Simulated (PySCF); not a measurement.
# C2H8BNO: the cost of one run

Programs: PySCF 2.14.0, with density-fitted response routines of our own. Each step states its level of theory. These are calculated values for one molecule in the gas phase, unless marked as measured. Atoms count from 0, in the outputs and in this text.

## (1) Starting geometry

13 atoms, charge 0, multiplicity 1; geometry from: PBE0-D3(BJ)/def2-SVP.

Bonds of the start (Å): C0–C1 1.34, C1–B2 1.60, B2–N3 1.67, B2–O4 1.43, C0–H5 1.10, C0–H6 1.10, C1–H7 1.10, B2–H8 1.23, N3–H9 1.02, N3–H10 1.02, N3–H11 1.02, O4–H12 0.96.

## (2) Shielding tensors: HF/pcSseg-2

What the job is given:

```
{"job": {"kind": "nmr", "xc": "HF", "basis": "pcSseg-2", "pop": false}, "charge": 0, "multiplicity": 1}
C      1.347842    -1.251778    -0.143740
C      1.115287     0.043713    -0.391429
B     -0.258755     0.855587    -0.283743
N     -1.445454    -0.232162     0.153592
O     -0.299742     1.876178     0.723517
H      0.553957    -1.949376     0.160707
H      2.338689    -1.710606    -0.236820
H      1.990069     0.637006    -0.699683
H     -0.671702     1.256907    -1.376122
H     -2.285472     0.309702     0.356856
H     -1.651560    -0.898103    -0.591256
H     -1.189239    -0.749436     0.997158
H      0.453382     1.798466     1.313747
```

Level: GIAO HF/pcSseg-2 NMR shielding, non-relativistic, gas phase.

Started as:

```bash
OMP_NUM_THREADS=1 python probes_run.py task.json out
```

This one command runs all jobs of the session in turn.

**Question.** How long does this first job take on 1 thread of Arm Neoverse V1, shared host, and how much memory does it need?

About 21 s, with a peak of 1 GiB.
